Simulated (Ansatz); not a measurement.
# AlH₅N₂O: basis-set convergence

The task here is to estimate one member of a computed series from the others.

The runs use Ansatz 0.2.0, Gaussian basis; one geometry, several basis sets.

Levels to be run: PBE0-D4/def2-SVP; ωB97M-V/def2-SVP; PBE0-D4/def2-QZVPP; ωB97M-V/def2-QZVPP; CCSD(T)/cc-pV(D+d)Z; CCSD(T)/cc-pV(T+d)Z; CCSD(T)/cc-pV(Q+d)Z; the functionals' def2-TZVPP values are taken from earlier runs.

## The geometry

The geometry comes from an earlier relaxation with PBE0-D4 in a triple-zeta def2 set; it is a stationary point, not always the lowest conformer.

SMILES `[NH2][Al]([NH2])[OH]`, 9 atoms, charge 0, spin multiplicity 1.

Atoms are counted from 1 here; the program's logs count them from 0.

Bond lengths: N1–Al2 1.763 Å, N1–H5 1.005 Å, N1–H6 1.006 Å, Al2–N3 1.768 Å, Al2–O4 1.698 Å, N3–H7 1.006 Å, N3–H8 1.006 Å, O4–H9 0.954 Å. Angles: Al2–N1–H5 125.9°, Al2–N1–H6 123.6°, H5–N1–H6 110.5°, N1–Al2–N3 121.3°, N1–Al2–O4 116.6°, N3–Al2–O4 122.1°, Al2–N3–H7 124.8°, Al2–N3–H8 125.2°, H7–N3–H8 110.0°, Al2–O4–H9 124.5°.

Coordinates:

```tsv
atom	x (Å)	y (Å)	z (Å)
N1	-0.3642	1.2079	-1.1531
Al2	-0.1884	0.0542	0.1682
N3	1.1001	-1.1568	0.1646
O4	-1.3155	0.1701	1.4327
H5	0.2208	1.2638	-1.9687
H6	-1.0828	1.9112	-1.1862
H7	1.7892	-1.2608	-0.5611
H8	1.2532	-1.8424	0.8844
H9	-1.3238	-0.3935	2.2020
```

The first run:

in.yaml reads:

```yaml
crystal:
  periodic: [false, false, false]
  atoms:
    - {symbol: N, position_ang: [-0.364230, 1.207867, -1.153117]}
    - {symbol: Al, position_ang: [-0.188439, 0.054218, 0.168162]}
    - {symbol: N, position_ang: [1.100059, -1.156777, 0.164636]}
    - {symbol: O, position_ang: [-1.315503, 0.170150, 1.432691]}
    - {symbol: H, position_ang: [0.220759, 1.263824, -1.968671]}
    - {symbol: H, position_ang: [-1.082831, 1.911159, -1.186165]}
    - {symbol: H, position_ang: [1.789247, -1.260802, -0.561101]}
    - {symbol: H, position_ang: [1.253202, -1.842355, 0.884448]}
    - {symbol: H, position_ang: [-1.323763, -0.393482, 2.202016]}
basis:
  gaussian: {orbitals: def2-SVP}
hamiltonian: {xc: pbe0, dispersion: d4}
output: {orbitals: {seedname: orbitals}}
```

The run is started by

```sh
ansatz run in.yaml --threads 2 --pin off --events-out ev --progress --plain --max-ram 32768MiB --backend cpu
```

Among the steps run: PBE0-D4 in def2-SVP; ωB97M-V in def2-SVP; PBE0-D4 in def2-QZVPP; ωB97M-V in def2-QZVPP.

One of the session's tables, all rows but one given; the rest of the session is left out.

It belongs to the step «Density functionals: the series». 

| functional | basis | HOMO (eV) | LUMO (eV) |
| --- | --- | --- | --- |
| PBE0-D4 | def2-SVP | -6.52 | 0.48 |
| PBE0-D4 | def2-TZVPP | -6.89 | 0.08 |
| PBE0-D4 | def2-QZVPP | ? | ? |
| ωB97M-V | def2-SVP | -8.90 | 2.03 |
| ωB97M-V | def2-TZVPP | -9.28 | 1.55 |
| ωB97M-V | def2-QZVPP | -9.37 | 1.09 |

**Question.** Estimate the row for PBE0-D4, def2-QZVPP.

The run gave: HOMO (eV): -6.98; LUMO (eV): -0.21. In the column «HOMO (eV)» it lies between ωB97M-V, def2-SVP (-8.90) and PBE0-D4, def2-TZVPP (-6.89).
